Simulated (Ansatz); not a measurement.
# Co3W2: one candidate of a structure search

Where does this trial cell of Co3W2 go when cell and atoms are let free?

Computed with Ansatz 0.2.0 (DFT PBE, scalar-relativistic, plane waves, PAW, unless a step's input says otherwise).

## 1. The starting structure

Symmetry: I4/mmm, No. 139, tetragonal system. The conventional cell has a = 2.978 Å, b = 2.978 Å, c = 14.891 Å, α = 90.00°, β = 90.00°, γ = 90.00°. Co (site symmetry 4/mmm) has 8 W at 2.58 Å as nearest neighbours. Around Co (site symmetry 4mm) lie 4 W at 2.58 Å and 4 Co at 2.58 Å. Around W (site symmetry 4mm) lie 8 Co at 2.58 Å.

Coordinates:

```
CELL_PARAMETERS angstrom
-1.48914 1.48914 7.44570
1.48914 -1.48914 7.44570
1.48914 1.48914 -7.44570
ATOMIC_POSITIONS crystal
Co 0.50000 0.50000 0.00000
Co 0.70000 0.70000 0.00000
Co 0.30000 0.30000 0.00000
W 0.90000 0.90000 0.00000
W 0.10000 0.10000 0.00000
```

The start is an ordering of an alloy on its end members' structure types: elements ordered on the sites of the W type, Co/W on W (I4/mmm, No. 139).

## 2. Probe: one point on a coarse mesh

The input, input.yaml:

```yaml
crystal:
  lattice:
    - [-1.48913941, 1.48913941, 7.44569703]
    - [1.48913941, -1.48913941, 7.44569703]
    - [1.48913941, 1.48913941, -7.44569703]
  atoms:
    - { symbol: Co, position: [0.5, 0.5, 0.0], spin: 3.0 }
    - { symbol: Co, position: [0.7, 0.7, 0.0], spin: 3.0 }
    - { symbol: Co, position: [0.3, 0.3, 0.0], spin: 3.0 }
    - { symbol: W, position: [0.9, 0.9, 0.0] }
    - { symbol: W, position: [0.1, 0.1, 0.0] }
basis:
  ecutwfc: 420
kpoints:
  mp_grid: { grid: [8, 8, 8] }
hamiltonian:
  xc: pbe
scf:
  occupations: { method: gaussian, width: 0.1 }
  lower_state_search: "off"
output:
  forces: true
  stress: true
  eigenvalues: true
  populations: true
magnetization:
  spin_polarized: true
```

Started as:

```
ansatz run input.yaml --threads 4 --pin off --max-ram 8192MiB --backend cpu --events-out ev --progress --plain --runs-dir out
```

The session goes on with these runs: rough relaxation on the coarse mesh; final relaxation.

Before running it: what results should come out? Wanted: conventional cell; volume; energy over the elements; gap on the mesh; total moment.

**Answer**, as computed:

```
                              quantity                                                                       value
symmetry at the end (tolerance 0.05 Å)                                                space group I4/mmm (No. 139)
                     conventional cell  a = 3.078 Å, b = 3.078 Å, c = 13.608 Å, α = 90.00°, β = 90.00°, γ = 90.00°
                                volume                                                               12.89 Å³/atom
              energy over the elements                                                               +0.13 eV/atom
                       gap on the mesh                                                                none (metal)
                          total moment                                                                1.66 μB/cell
```

**Reading.** The space group I4/mmm (No. 139) is kept, and the volume per atom shrinks by 2.4 % from the first guess. With a positive formation energy it can't be a ground state. No finished test with a distortion of lower symmetry is shown, so the end may be a saddle point. Spin-orbit coupling is left out for W. Other magnetic orders were not searched.
